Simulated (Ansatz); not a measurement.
This script makes an equation of state with a fit of Sn, space group Fd-3m with the Ansatz DFT code, driven from Python.

`sn.py`
```python
"""Equation of state of Sn."""

import ansatz as az
import numpy as np
from scipy.optimize import curve_fit

vectors0 = np.array([
    [0.0, 3.23334, 3.23334],
    [3.23334, 0.0, 3.23334],
    [3.23334, 3.23334, 0.0],
])
sites = [
    ("Sn", (0.0, 0.0, 0.0)),
    ("Sn", (0.25, 0.25, 0.25)),
]


def on_lattice(cell):
    crystal = az.Crystal(lattice=az.Lattice.of(cell))
    for symbol, position in sites:
        crystal = crystal.atom(symbol, position)
    return crystal

def vinet(v, e0, v0, b0, b1):
    eta = (v / v0) ** (1 / 3)
    return e0 + 2 * b0 * v0 / (b1 - 1) ** 2 * (2 - (5 + 3 * b1 * (eta - 1) - 3 * eta) * np.exp(-1.5 * (b1 - 1) * (eta - 1)))


def main() -> None:
    # scale the volume, keep shape and fractions
    volumes, energies = [], []
    for scale in np.linspace(0.92, 1.08, 7):
        cell = vectors0 * scale ** (1 / 3)
        calc = on_lattice(cell).calculation()
        calc = calc.functional("r2scan").pseudopotentials("nc")
        calc = calc.occupations("fermi_dirac", width=0.15)
        calc = calc.scf(tolerance=1e-08)
        calc = calc.kpoints(6, 6, 6)
        summary = calc.run().report
        volumes.append(abs(np.linalg.det(cell)) / len(sites))
        energies.append(summary["free_energy_ev"] / len(sites))
        print(f"V = {volumes[-1]:8.4f} A^3/atom  F = {energies[-1]:.5f} eV/atom")

    guess = (min(energies), volumes[int(np.argmin(energies))], 0.5, 4.5)
    (e0, v0, b0, b1), _ = curve_fit(vinet, np.array(volumes), np.array(energies), p0=guess, maxfev=20000)
    print(f"Vinet fit: V0 = {v0:.4f} A^3/atom, B0 = {160.21766 * b0:.1f} GPa, B1 = {b1:.2f}")
    print("largest residual", round(1000 * float(np.abs(vinet(np.array(volumes), e0, v0, b0, b1) - energies).max()), 3), "meV/atom")


if __name__ == "__main__":
    main()
```

Its results, one of them left out:

| V (Å³/atom) | F less the lowest row shown (meV/atom) |
| --- | --- |
| 31.099 | 92.35 |
| 32.000 | 55.44 |
| 32.902 | 29.10 |
| 33.803 | 11.87 |
| 34.704 | 2.51 |
| 35.606 | 0.00 |
| 36.507 | ? |

What is the missing energy at 36.507 Å³ an atom?

A third-order Birch-Murnaghan fit, E = E0 + (9 V0 B0 / 16) [(t - 1)³ B' + (t - 1)² (6 - 4t)] with t = (V0/V)^(2/3), through the 6 rows shown gives V0 = 35.519 Å³, B0 = 41.9 GPa, B' = 4.66 and E0 = -0.03 meV. At V = 36.507 Å³, t = 0.98187, and the fit extrapolates to 3.38 meV. The run gave 3.39 meV, a miss of 0.00 meV.

Reading the output:
- These settings explore the input space; cutoff and mesh may be short of convergence.
- Such functionals run on norm-conserving files made under PBE, which can move pressures by some GPa.
- Cost: about 50 core-seconds.
